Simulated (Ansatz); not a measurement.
# KPt2S2: the cost of one run

Method: reference: DFT r2SCAN, plane waves, PAW, scalar-relativistic, no spin polarisation, in Ansatz 0.2.0.

## 1. Starting point

Symmetry: Fmmm, No. 69, orthorhombic system. Conventional cell: a = 5.532 Å, b = 5.560 Å, c = 13.350 Å, α = 90.00°, β = 90.00°, γ = 90.00°. K (site symmetry mmm) has 8 S at 3.36 to 3.37 Å as nearest neighbours. Pt (site symmetry 222) has 4 S at 2.43 Å and 4 Pt at 2.77 to 2.78 Å as nearest neighbours. S (site symmetry mm2) is surrounded by 4 Pt at 2.43 Å and 4 K at 3.36 to 3.37 Å.

As a file:

```cif
data_structure
_symmetry_space_group_name_H-M 'Fmmm'
_symmetry_Int_Tables_number 69
_cell_length_a 5.5324
_cell_length_b 5.5598
_cell_length_c 13.3496
_cell_angle_alpha 90.000
_cell_angle_beta 90.000
_cell_angle_gamma 90.000
_cell_volume 410.62
loop_
_atom_site_label
_atom_site_type_symbol
_atom_site_symmetry_multiplicity
_atom_site_Wyckoff_symbol
_atom_site_fract_x
_atom_site_fract_y
_atom_site_fract_z
_atom_site_occupancy
K1 K 4 b 0.50000 0.00000 0.00000 1
Pt1 Pt 8 f 0.75000 0.75000 0.25000 1
S1 S 8 i 0.00000 0.00000 0.14280 1
```

## 2. The reference run

input.yaml reads:

```yaml
crystal:
  lattice:
    - [-2.766201, 2.7799, 0.0]
    - [2.766201, 0.0, 6.674793]
    - [2.766201, 2.7799, 0.0]
  atoms:
    - { symbol: K, position: [0.5, 0.0, 0.5] }
    - { symbol: Pt, position: [0.25, 0.5, 0.25] }
    - { symbol: Pt, position: [0.75, 0.5, 0.75] }
    - { symbol: S, position: [0.1428, 0.2856, 0.8572] }
    - { symbol: S, position: [0.8572, 0.7144, 0.1428] }
  symmetry: { tolerance: 0.0003 }
kpoints:
  mp_grid: { grid: [5, 5, 5], shift: [0, 0, 0] }
magnetization:
  spin_polarized: false
scf:
  occupations: { method: fermi_dirac }
hamiltonian:
  pseudopotentials: { kind: paw }
  xc: r2scan
basis:
  ecutwfc: 500
output:
  forces: true
  stress: true
  eigenvalues: true
```

On the command line:

```sh
> ansatz run input.yaml --threads 1 --pin off --max-ram 2560MiB --backend cpu --events-out ev --progress --plain --runs-dir out
```

Q: Estimate wall time and peak memory on 1 thread of an x86-64 CPU, shared host.

About 13 s, with a peak of 0.68 GiB.
